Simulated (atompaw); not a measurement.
**Zn: generating and testing a PAW (atompaw) potential**

Task: generate the file, and judge it by its logarithmic derivatives, its ghosts and its cutoff.

Program: atompaw 4.2.0.5. Reference atom: PBE, scalar-relativistic, spherical and spin-unpolarised. All values are calculated.

### 1 Starting point

The settings as typed:

* element: zinc (Zn, Z = 30)
* type: PAW
* frozen core: [Ne]
* valence charge: 20
* reference configuration: 3s2 3p6 3d10 4s2 4p0
* partial waves: 3s (bound): rc 0.90 bohr; 4s (bound): rc 1.00 bohr; 3p (bound): rc 1.10 bohr; 4p (bound, empty): rc 1.15 bohr; 3d (bound): rc 1.35 bohr; 3d channel at 1.15 Ry: rc 1.35 bohr
* local potential: troulliermartins scheme with l = 3 at 0.5 Ry, radius 1.35 bohr
* core correction: smooth core density matched at 1.05 bohr
* augmentation charge: sinc compensation charge, radius 1.30 bohr; PAW radius 1.35 bohr; waves and projectors: custom rrkj gramschmidtortho

The nodes and maxima of the atom's own shells, from an earlier all-electron run, set the scale for the radii.

All-electron outer shells of the reference configuration (PBE, scalar-relativistic, ld1.x):

```csv
shell,level (eV),outermost node (bohr),outermost maximum (bohr)
2s,-1158.33,0.07,0.19
2p,-1004.03,–,0.15
3s,-129.23,0.28,0.59
3p,-83.40,0.25,0.59
3d,-10.14,–,0.57
4s,-5.98,0.85,2.09
4p,-1.12,0.92,3.08
```

### 2 Generation

Contents of Zn.input:

```
Zn 30
GGA-PBE scalarrelativistic loggrid 1500 logderivrange -11 5 401
4 4 3 0 0 0
4 1 0
0 0 0
c
c
v
v
c
v
v
v
2
1.35 1.30 1.35 1.05
n
n
y
1.15
n
custom rrkj gramschmidtortho sinc
3 0.5 troulliermartins
0.90
1.00
1.10
1.15
1.35
1.35
PWSCFOUT
UPFDX 0.0125d0 UPFXMIN -7.d0 UPFZMESH 30.d0
END
```

Started as:

```sh
$ atompaw < Zn.input > Zn.log
```

**Question.** What will these runs give? Wanted: cutoffs for 10 and 1 mRy, occupied levels; bound ghosts; largest phase difference near zero energy, channels read; lowest eigenvalue of the overlap; share of valence orbitals outside the PAW sphere; UPF file.

The runs gave:

| quantity | value |
| --- | --- |
| cutoffs for 10 and 1 mRy, occupied levels | 100 Ry and 160 Ry |
| bound ghosts | none found |
| largest phase difference near zero energy, channels read | 0.000 rad |
| lowest eigenvalue of the overlap (Bessel basis) | 0.169 (p) |
| share of valence orbitals outside the PAW sphere | 3s 2 %, 4s 93 %, 3p 3 %, 4p 98 %, 3d 16 % |
| UPF file | written |

By its cutoff, 100 Ry for the looser tolerance, it is hard. The slowest occupied level is 3p: taken alone it needs 100 Ry to come within 1 mRy, against 80 Ry for 4s. The Bessel-basis test finds no level below the valence levels. Near zero energy the phases of the channels with partial waves agree within 0.001 rad. All of this concerns the isolated atom, not yet a solid.
